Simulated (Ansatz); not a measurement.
# BrClGaH: up Jacob's ladder to CCSD(T)

An exercise on one series of results from a longer session: the logs are not shown, and one member is left open.

The runs use Ansatz 0.2.0, Gaussian basis; functionals in def2-TZVPP, the program's frozen cores in correlated methods.

The runs, in order: LDA (SPW92), PBE-D4, revPBE-D4, BLYP-D4, r2SCAN-D4, B97M-V, PBE0-D4, B3LYP-D4, r2SCANh-D4, r2SCAN0-D4, HSE06-D4, BHLYP-D4, CAM-B3LYP-D4, LC-ωPBE, ωB97X-V, ωB97M-V, B2PLYP, PBE-QIDH; CCSD(T)/def2-SVP; CCSD(T)/def2-TZVPP; CCSD(T)/def2-QZVPP; extrapolation to the limit.

## Structure used throughout

All runs share one geometry, relaxed beforehand with PBE0-D4 in a triple-zeta def2 set.

SMILES `[Cl][GaH][Br]`, 4 atoms, charge 0, spin multiplicity 1.

Atoms are counted from 1 here; the program's logs count them from 0.

Bond lengths: Cl1–Ga2 2.130 Å, Ga2–Br3 2.272 Å, Ga2–H4 1.547 Å. Angles: Cl1–Ga2–Br3 115.6°, Cl1–Ga2–H4 121.7°, Br3–Ga2–H4 122.7°.

The first run:

Contents of in.yaml:

```yaml
crystal:
  periodic: [false, false, false]
  atoms:
    - {symbol: Cl, position_ang: [-1.970499, -0.096140, -0.528417]}
    - {symbol: Ga, position_ang: [0.088808, 0.166330, -0.052374]}
    - {symbol: Br, position_ang: [1.109159, -1.623611, 0.905267]}
    - {symbol: H, position_ang: [0.828132, 1.493022, -0.344776]}
basis:
  gaussian: {orbitals: def2-TZVPP}
hamiltonian: {xc: lda}
output: {orbitals: {seedname: orbitals}}
```

Launch:

```bash
> ansatz run in.yaml --threads 2 --pin off --events-out ev --progress --plain --max-ram 32768MiB --backend cpu
```

Steps of the session up to this table: LDA; PBE-D4 (GGA); revPBE-D4 (GGA); BLYP-D4 (GGA); r2SCAN-D4 (meta-GGA); B97M-V (meta-GGA); B3LYP-D4 (hybrid); r2SCANh-D4 (hybrid); r2SCAN0-D4 (hybrid); HSE06-D4 (hybrid); BHLYP-D4 (hybrid); CAM-B3LYP-D4 (range-separated); LC-ωPBE (range-separated); ωB97X-V (range-separated); ωB97M-V (range-separated); B2PLYP (double hybrid); PBE-QIDH (double hybrid).

One table of the session follows, with a row left open; its other results are not shown here.

It belongs to the step «Orbital energies across the functionals». 

```
  functional  HOMO (eV)  LUMO (eV)  gap (eV)
 LDA (SPW92)      -7.50      -2.86      4.64
      PBE-D4      -7.35      -2.57      4.78
   revPBE-D4      -7.29      -2.44      4.85
     BLYP-D4          ?          ?         ?
   r2SCAN-D4      -7.69      -2.34      5.35
      B97M-V      -7.76      -2.49      5.27
     PBE0-D4      -8.64      -1.80      6.83
    B3LYP-D4      -8.36      -2.06      6.30
  r2SCANh-D4      -8.16      -2.07      6.09
  r2SCAN0-D4      -8.86      -1.67      7.20
    HSE06-D4      -8.24      -2.17      6.07
    BHLYP-D4      -9.76      -1.05      8.70
CAM-B3LYP-D4      -9.95      -0.91      9.04
     LC-ωPBE     -11.36       0.25     11.61
     ωB97X-V     -10.99       0.12     11.12
     ωB97M-V     -10.84      -0.06     10.78
```

Estimate the missing values for BLYP-D4.

Worked estimate for «HOMO (eV)». Against the share of exact exchange, B3LYP-D4 (0.2, -8.36), BHLYP-D4 (0.5, -9.76) give a slope of -4.67 per unit share; at 0 the line stands at -7.43.

**Answer.** HOMO (eV): -7.17; LUMO (eV): -2.49; gap (eV): 4.67. In «HOMO (eV)» the line misses by -0.26.
